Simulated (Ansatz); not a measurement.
# NaF (Villiaumite): how the settings move a relaxation

Question: which choices in the input matter for NaF (Villiaumite)?

Computed with Ansatz 0.2.0 (reference: DFT, r2SCAN, PAW with Ansatz's default frozen-core files, scalar-relativistic, unless a step's input says otherwise).

### Step 1. The structure to begin with

It takes space group Fm-3m (No. 225, cubic). Conventional cell: a = 4.761 Å, b = 4.761 Å, c = 4.761 Å, α = 90.00°, β = 90.00°, γ = 90.00°. Na (site symmetry m-3m) is surrounded by 6 F at 2.38 Å. F (site symmetry m-3m) is surrounded by 6 Na at 2.38 Å.

Structure file:

```xyz
2
Lattice="0.0000 2.3803 2.3803 2.3803 0.0000 2.3803 2.3803 2.3803 0.0000" Properties=species:S:1:pos:R:3 pbc="T T T"
Na    0.0000    0.0000    0.0000
F     2.3803    2.3803    2.3803
```

### Step 2. The reference run

Input file input.yaml:

```yaml
crystal:
  lattice:
    - [0.0, 2.3802865178, 2.3802865178]
    - [2.3802865178, 0.0, 2.3802865178]
    - [2.3802865178, 2.3802865178, 0.0]
  atoms:
    - { symbol: Na, position: [0.0, 0.0, 0.0] }
    - { symbol: F, position: [0.5, 0.5, 0.5] }
kpoints:
  mp_grid: { grid: [9, 9, 9] }
scf:
  occupations: { method: fermi_dirac, width: 0.02 }
hamiltonian:
  xc: r2scan
  pseudopotentials: { kind: paw }
output:
  forces: true
  stress: true
  efg: { contact_densities: true }
relax:
  f_tol: 0.005
  max_steps: 80
  cell: {}
```

Command:

```
$ ansatz run input.yaml --threads 1 --pin off --max-ram 2048MiB --backend cpu --events-out ev --progress --plain --runs-dir out
```

### Step 3. Changed: preconditioner ldos, xc_grid 1

input.yaml, as its differences from that of step 2:

```diff
@@ -12,2 +12,3 @@
   occupations: { method: fermi_dirac, width: 0.02 }
+  mixing: { preconditioner: ldos }
 hamiltonian:
@@ -23 +24,3 @@
   cell: {}
+basis:
+  xc_grid: 1
```

**Question.** What will these runs give? Wanted: for each run, ending; energy change; pressure; gap; force.

The runs gave:

```tsv
run	ending	energy change	pressure (GPa)	gap (eV)	force (eV/Å)	cycles	time
reference	converged	0	0.0	7.28	0.00	33	12 s
1: preconditioner ldos, xc_grid 1	converged	-0.1 meV/atom	0.0	7.28	0.00	33	9.8 s
```

Changing the mixing and numerical grids leaves the energy as it was (-0.1 meV/atom).
